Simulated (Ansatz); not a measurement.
**C2HF2Ga: taking an electron away**

The task here is to estimate one member of a computed series from the others.

Program: Ansatz 0.2.0, Gaussian basis. Level of theory: unrestricted cation, the program's frozen cores in correlated methods. These are calculated values, not measurements.

The runs, in order: UKS PBE-D4/def2-TZVPP; UKS r2SCAN-D4/def2-TZVPP; UKS PBE0-D4/def2-TZVPP; UKS B3LYP-D4/def2-TZVPP; UKS wB97X-V/def2-TZVPP; UKS wB97M-V/def2-TZVPP; UKS B2PLYP/def2-TZVPP; UHF-CCSD(T)/def2-TZVPP; UHF-MP2/def2-QZVPP; extrapolation to the limit; then −ε(HOMO) from the neutral's earlier runs with LDA (SPW92), PBE-D4, revPBE-D4, BLYP-D4, r2SCAN-D4, B97M-V, PBE0-D4, B3LYP-D4, r2SCANh-D4, r2SCAN0-D4, HSE06-D4, BHLYP-D4, CAM-B3LYP-D4, LC-ωPBE, ωB97X-V, ωB97M-V.

### The relaxed structure

The geometry comes from an earlier relaxation with PBE0-D4 in a triple-zeta def2 set; it is a stationary point.

6 atoms, charge 0, spin multiplicity 1.

Atoms are counted from 1 here; the program's logs count them from 0.

Bond lengths: C1–C2 1.205 Å, C1–H6 1.067 Å, C2–Ga3 1.875 Å, Ga3–F4 1.734 Å, Ga3–F5 1.734 Å. Angles: C2–C1–H6 180.0°, C1–C2–Ga3 180.0°, C2–Ga3–F4 123.5°, C2–Ga3–F5 123.5°, F4–Ga3–F5 113.0°.

The first run:

in.yaml reads:

```yaml
crystal:
  periodic: [false, false, false]
  atoms:
    - {symbol: C, position_ang: [-0.242590, 0.981557, 1.587224]}
    - {symbol: C, position_ang: [-0.087003, 0.352869, 0.570941]}
    - {symbol: Ga, position_ang: [0.154510, -0.624864, -1.010181]}
    - {symbol: F, position_ang: [0.241647, -2.356026, -1.061339]}
    - {symbol: F, position_ang: [0.313791, 0.108283, -2.573609]}
    - {symbol: H, position_ang: [-0.380345, 1.538191, 2.486963]}
basis:
  gaussian: {orbitals: def2-TZVPP}
total_charge: 1
magnetization: {spin_polarized: true, initial_magnetization: 1}
hamiltonian: {xc: pbe, dispersion: d4}
```

The run is started by

```bash
> ansatz run in.yaml --threads 2 --pin off --events-out ev --progress --plain --max-ram 32768MiB --backend cpu
```

Among the steps run: Cation, UKS PBE-D4/def2-TZVPP; Cation, UKS r2SCAN-D4/def2-TZVPP; Cation, UKS PBE0-D4/def2-TZVPP; Cation, UKS B3LYP-D4/def2-TZVPP; Cation, UKS wB97X-V/def2-TZVPP; Cation, UKS wB97M-V/def2-TZVPP; Cation, UKS B2PLYP (frozen core)/def2-TZVPP; Cation, UHF-CCSD(T)/def2-TZVPP; Cation, UHF-MP2/def2-QZVPP.

One of the session's tables, all rows but one given; the rest of the session is left out.

Orbital estimates, from the neutral's runs:

| functional | −ε(HOMO) (eV) |
| --- | --- |
| LDA (SPW92) | 8.12 |
| PBE-D4 | 7.88 |
| revPBE-D4 | 7.79 |
| BLYP-D4 | 7.71 |
| r2SCAN-D4 | 8.13 |
| B97M-V | 8.08 |
| PBE0-D4 | 9.15 |
| B3LYP-D4 | 8.89 |
| r2SCANh-D4 | 8.61 |
| r2SCAN0-D4 | 9.32 |
| HSE06-D4 | 8.74 |
| BHLYP-D4 | ? |
| CAM-B3LYP-D4 | 10.54 |
| LC-ωPBE | 11.99 |
| ωB97X-V | 11.55 |
| ωB97M-V | 11.43 |

Q: Estimate the row for BHLYP-D4 from the others.

Worked estimate for «−ε(HOMO) (eV)». Against the share of exact exchange, BLYP-D4 (0, 7.71), B3LYP-D4 (0.2, 8.89) give a slope of 5.90 per unit share; at 0.5 the line stands at 10.66.

**Answer.** −ε(HOMO) (eV): 10.23. In «−ε(HOMO) (eV)» the line misses by +0.43.
